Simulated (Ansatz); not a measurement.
# Ru in Ansatz: reference runs

How does Ru come out in PBE? The cell is run as given.

Program: Ansatz 0.2.0. These are calculated values, not measurements. Logs are shortened: lines on timing, memory, paths and dates and some standing lists are left out, and cuts for length are marked.

## 1. The cell of the first run

The cell holds a slab with vacuum, 6 atoms: a = 2.706 Å, b = 2.706 Å, c = 25.705 Å, α = 90.00°, β = 90.00°, γ = 120.00°.

## 2. Single point, PBE (the (0 0 1) slab of Ru, cut from the database cell, not relaxed)

File input.yaml:

```yaml
crystal:
  lattice:
    - [2.7057993342, 0.0, 0.0]
    - [-1.3528996671, 2.343290961, 0.0]
    - [0.0, 0.0, 25.70475]
  atoms:
    - { symbol: Ru, position: [0.6666666667, 0.3333333334, 0.2917748665] }
    - { symbol: Ru, position: [0.3333333333, 0.6666666666, 0.3750649199] }
    - { symbol: Ru, position: [0.6666666667, 0.3333333334, 0.4583549733] }
    - { symbol: Ru, position: [0.3333333333, 0.6666666666, 0.5416450267] }
    - { symbol: Ru, position: [0.6666666667, 0.3333333334, 0.6249350801] }
    - { symbol: Ru, position: [0.3333333333, 0.6666666666, 0.7082251335] }
hamiltonian:
  xc: pbe
  pseudopotentials: { kind: paw }
kpoints:
  mp_grid: { grid: [11, 11, 1] }
scf:
  occupations: { method: fermi_dirac, width: 0.05 }
output:
  forces: true
  eigenvalues: true
efield:
  axis: 3
  dipole_correction: true
  ramp_width: 0.04
```

Potentials or basis: Ansatz PAW.

On the command line:

```console
$ ansatz run input.yaml --threads 4 --pin off --max-ram 11264MiB --backend cpu --events-out ev --progress --plain --runs-dir out
```

Standard output:

```text
Warning: RAYON_NUM_THREADS=4 ignored (pool sized by the plan → 4); use --threads N
Engine: ansatz 0.2.0, aarch64-unknown-linux-gnu
Pseudopotentials: kind: paw
Pseudopotential: Ru, paw, valence charge 16, recommended cutoff 420 eV (normal), Ru.paw.azcp
Functional definition: PBE
  parameter kappa = 0.804
  parameter beta = 0.06672455060314922
  exchange = pbe_x(kappa = kappa, mu = beta*pi^2/3)
  correlation = pbe_c(beta = beta)
Crystal: 6 atoms, lattice volume = 162.980 Å³
Basis set: ecut = 420 eV, 3211 PW (Γ), exchange–correlation on 40×40×360 points (8 copies of the dense FFT grid, shifted against one another)
Bands: 58, of which v1, the nominal top of the filled ones, is band 48 counted from 1 (47 counted from 0)
Symmetry: 6 space group operations
k-points: 16 of 121 (time reversal used)
Non-local potential: Ru, projectors of the file, l = 0: 3, l = 1: 2, l = 2: 2, l = 3: 1
PAW form: soft (Blöchl's): semilocal exchange-correlation on the pseudo side does not see the compensation charge
PAW one-centre angular grid: Ru, 590 points (default); XC on 64 Gauss nodes
Initial density: superposition of atomic densities (neutral atoms: chi_scale 0, normalization atom), corrected by the library's trained network
Initial wavefunctions: pseudopotential atomic-orbital guess
Functional: x = pbe(κ = 0.804, μ = 0.2195149727645171), c = pbe(β = 0.06672455060314922)
SCF iter   1: F=—  HF=-35270.045898 eV  |F-HF|=—  |Δ(HF+E_count)|=         —  Δρ=1.22e-2  dr2=2.53e0  ethr=1.77e-3  p=0.000 e·Å  D=2.26e-14 V/Å  ΔV_dip=-0.00 eV  dr2_dipole=1.93e-5  V_vac-E_F(+/−)=4.69/4.69 eV  ⟨swp⟩=7.6  Hψ=3930  notcnv=0
efield: sawtooth ramp at fractional position 0.9800 (placed from the atoms, in the widest stretch of the axis that holds none; the zero of the levels goes with the place), width 0.0400; the density the first Hamiltonian is built on has a dipole p = 0.000 e·Å; the dipole correction subtracts the counter field D = 2.26e-14 V/Å, which shifts the + side's vacuum level by -0.00 eV against the − side's; the planar-averaged density in the ramp window peaks in size at 1.5e-5 e/Å³
preconditioner: auto → LDOS  [metal: Δε(μ)=0.026 eV  Ē_g=4.731 eV  σ=0.050 eV  W_gap=0.13  n_scr=20 (ndim 8)  ℏωp=20.2 eV  f_vac=0.450  D(μ)=7.47/eV (n_scr^D=76)  β→1.0]
SCF iter   2: F=—  HF=-35270.016904 eV  |F-HF|=—  |Δ(HF+E_count)|=   2.90e-2  Δρ=3.26e-3  dr2=1.27e-2  ethr=1.77e-3  p=0.000 e·Å  D=3.22e-5 V/Å  ΔV_dip=-0.00 eV  dr2_dipole=1.53e-5  V_vac-E_F(+/−)=4.97/4.97 eV  ⟨swp⟩=1.0  Hψ=1072  notcnv=0
[... 11 lines left out ...]
Internal energy: -35269.956065 eV  (E = F + TS)
E sigma→0 (E₀):  -35269.985318 eV
Entropy (-TS):   -0.058505 eV (-9.751 meV/atom)
Fermi energy:    9.260256 eV
Dipole field:    D = 0.000014 V/Å  (p = 0.000012 e·Å, saw-weighted, corrected)
Work function:   Φ+ = 5.1021 eV   Φ− = 5.1025 eV
Levels:          The Fermi level and band energies are counted from a zero that moves with the ramp; work functions are not
--- Per-component energies (eV) ---
  E_band       = -1674.849035
  E_kinetic    = 3080.574533
  E_local      = -151116.162895  (includes V_loc(G=0)·N_el)
  E_nonlocal   = 2059.815357
  E_hartree    = 73531.248715
  E_xc         = -1140.064654
  E_vxc        = -1430.880081  (∫ρ·V_xc dr)
  E_paw        = -20764.778905  (= ΣΔE_a)
  E_vpaw       = -1330.705205  (= ΣTr[D̂ρ^β])
  E_aug_tail   = -0.001157  (compensation charges beyond the density's cutoff)
  E_efield     = 0.000000  (sawtooth field / dipole correction)
  E_vefield    = 0.000000  (∫n·V_field dr)
  E_ewald      = 59079.412941
  E_smearing   = -0.058505  (= −TS)
  E_closure    = -0.000000  (closes the sum)
  Σ components = -35270.014570   (vs F -35270.014570, Δ=0.00e0)
--- Forces (eV/Å), atoms counted from 1 ---
  atom   1  Ru     0.00000000     0.00000000     0.65883977
  atom   2  Ru     0.00000000     0.00000000    -0.77880187
  atom   3  Ru     0.00000000     0.00000000    -0.25661107
  atom   4  Ru     0.00000000     0.00000000     0.25661044
  atom   5  Ru     0.00000000    -0.00000000     0.77880102
  atom   6  Ru     0.00000000     0.00000000    -0.65884259
  max |Σ_I F_I| component: 4.30e-6 eV/Å
--- Band table (eV; the first three rows and the last of 16) ---
  k-point 0: bands = ["-63.9277", "-63.9176", "-63.7922", "-63.6996", "-63.4518", "-63.4517", "-34.3247", "-34.1575", "-33.8228", "-33.4852", "-33.4852", "-33.4804", "-33.4782", "-33.4782", "-33.3622", "-33.3622", "-33.2924", "-33.2839", "-33.2839", "-33.2279", "-33.0258", "-33.0258", "-33.0257", "-33.0257", "1.5275", "2.2412", "3.0700", "3.1385", "3.5385", "3.6561", "6.4385", "6.4385", "6.4971", "6.4971", "6.5559", "6.5580", "6.6354", "6.6354", "6.7909", "6.9384", "6.9384", "7.2327", "7.2797", "7.2797", "7.3508", "7.3508", "8.2002", "8.2002", "8.4978", "8.8457", "8.8457", "9.5620", "9.5620", "9.7990", "10.1170", "10.1170", "10.3767", "10.3767"]
  k-point 1: bands = ["-63.9174", "-63.9081", "-63.7835", "-63.6938", "-63.4439", "-63.4439", "-34.3006", "-34.1444", "-33.8315", "-33.5771", "-33.5284", "-33.5023", "-33.4940", "-33.4821", "-33.3812", "-33.3769", "-33.3597", "-33.2941", "-33.2719", "-33.2388", "-33.0819", "-33.0805", "-33.0392", "-33.0392", "1.8231", "2.5218", "3.3482", "3.3768", "3.7969", "3.9436", "6.1170", "6.1411", "6.2043", "6.3860", "6.6364", "6.6380", "6.6752", "6.6923", "6.8324", "6.8587", "7.1217", "7.1246", "7.2540", "7.3492", "7.4654", "7.5560", "7.9469", "8.1163", "8.2123", "8.6713", "8.7709", "8.9808", "9.1857", "9.5008", "9.8285", "10.0978", "10.4164", "10.5295"]
  k-point 2: bands = ["-63.8896", "-63.8826", "-63.7600", "-63.6785", "-63.4227", "-63.4227", "-34.2341", "-34.1146", "-33.8841", "-33.7486", "-33.6548", "-33.5952", "-33.5478", "-33.5361", "-33.4854", "-33.4157", "-33.3907", "-33.3222", "-33.2890", "-33.2850", "-33.2163", "-33.2053", "-33.0752", "-33.0751", "2.5945", "3.1942", "3.8919", "3.9535", "4.3315", "4.5928", "5.4624", "5.6913", "5.7321", "5.9512", "6.1078", "6.4079", "6.5902", "6.7309", "7.0763", "7.1232", "7.2014", "7.4116", "7.4389", "7.4711", "7.4900", "7.8502", "7.8705", "8.1216", "8.1446", "8.3916", "8.6747", "8.7785", "9.3573", "9.4094", "10.0527", "10.3793", "10.4876", "10.7107"]
  k-point 15: bands = ["-63.7814", "-63.7813", "-63.6504", "-63.6399", "-63.3403", "-63.3403", "-34.1591", "-34.1409", "-34.1038", "-34.0369", "-33.9848", "-33.9751", "-33.8519", "-33.8131", "-33.7705", "-33.7015", "-33.5752", "-33.5427", "-33.5014", "-33.5004", "-33.4142", "-33.4036", "-33.2889", "-33.2854", "3.8290", "4.1724", "4.4656", "4.7477", "4.7650", "4.9157", "5.1223", "5.2280", "5.2383", "5.6236", "5.7358", "6.3495", "6.4500", "6.5075", "6.6494", "7.0600", "7.0611", "7.5219", "7.5286", "8.0568", "8.0714", "8.4568", "9.3214", "9.8746", "9.8810", "10.2173", "10.2905", "10.4391", "10.5933", "10.6066", "15.7221", "16.2972", "16.3701", "16.6861"]
```

It took 5 s on 4 threads of Arm Neoverse V1, shared host; peak memory 0.51 GiB.

What came out:

* Free energy: -35270.0146 eV
* Largest force: 0.779 eV/Å
* Band gap on the k mesh: none (metal or under the smearing width)
* Work function of the upper face: 5.10 eV
* Work function of the lower face: 5.10 eV
* Dipole across the slab: 0.000 e·Å

Forces in eV/Å, atoms in the order of the input:
```
Ru   0.000  0.000  0.659
Ru   0.000  0.000 -0.779
Ru   0.000  0.000 -0.257
Ru   0.000  0.000  0.257
Ru   0.000  0.000  0.779
Ru   0.000  0.000 -0.659
```
